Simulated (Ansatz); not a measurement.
# C2H6BN: the cost of one run

Program: Ansatz 0.2.0 through its Python package. Level of theory: MP2/def2-SVPD. These are calculated values, not measurements.

## 1. Starting point

Bond lengths: B1–N2 1.425 Å, N2–C3 1.132 Å, C3–C4 1.520 Å, B1–H5 1.217 Å, B1–H6 1.248 Å, B1–H7 1.211 Å, C4–H8 1.078 Å, C4–H9 1.146 Å, C4–H10 1.159 Å. Angles: B1–N2–C3 178.9°, N2–B1–H5 112.6°, N2–B1–H6 110.8°, N2–B1–H7 112.3°, H5–B1–H6 106.3°, H5–B1–H7 108.6°, H6–B1–H7 105.8°, N2–C3–C4 175.5°, C3–C4–H8 111.5°, C3–C4–H9 108.3°, C3–C4–H10 104.6°, H8–C4–H9 114.1°, H8–C4–H10 112.4°, H9–C4–H10 105.4°.

No structure file is read: the coordinates are typed or built in the script.

## 2. The code

The input, run_field.py:

```python
# -*- coding: utf-8 -*-
"""Response of C2H6BN to a pair of distant point charges."""

import ansatz as az
from ase import Atoms
import numpy as np

atoms = Atoms(["B", "N", "C", "C", "H", "H", "H", "H", "H", "H"], positions=[
    (-0.9949, 1.2413, -1.1943),
    (-0.2954, 0.3454, -0.3341),
    (0.2611, -0.3809, 0.3328),
    (1.1082, -1.2954, 1.2026),
    (-1.6428, 0.6612, -2.0456),
    (-1.808, 1.933, -0.5469),
    (-0.2535, 2.0275, -1.741),
    (2.0601, -1.5075, 0.7436),
    (1.1855, -0.8277, 2.2465),
    (0.4627, -2.248, 1.3394),
])
molecule = az.Crystal.molecule_from_ase(atoms)

calc = (
    molecule.calculation()
    .basis(gaussian="def2-SVPD")
    .correlation("mp2")
    .forces()
)
# charges +q and -q at -R and +R make a nearly even field 2 k q / R^2 at the centre
centre = np.mean([site.position_ang for site in molecule.cartesian_sites], axis=0)
field = 2 * 14.399645 * 2.0 / 40.0 ** 2


def dipole(axis, sign):
    arm = 40.0 * np.eye(3)[axis]
    pair = [{"charge": sign * 2.0, "position_ang": (centre - arm).tolist()}, {"charge": -sign * 2.0, "position_ang": (centre + arm).tolist()}]
    deck = calc.input().set(az.key.basis.gaussian.point_charges, pair)
    return np.array(az.Session.from_dict(deck).plan().execute().report["charge_distribution"]["dipole_moment_e_ang"])


print(f"field {field:.4f} V/A")
alpha = np.array([(dipole(axis, 1) - dipole(axis, -1)) / (2 * field) * 14.399645 for axis in range(3)])
print("polarisability tensor (A^3)")
print(np.array2string(alpha, precision=3, suppress_small=True))
print(f"mean {np.trace(alpha) / 3:.3f} A^3 = {np.trace(alpha) / 3 / 0.14818471:.2f} bohr^3")
```

## 3. Running it

Launch:

```bash
python run_field.py
```

Q: Estimate wall time and peak memory on 1 thread of Intel Xeon 6975P-C (Granite Rapids), shared host.

About 22 s, with a peak of 0.43 GiB.
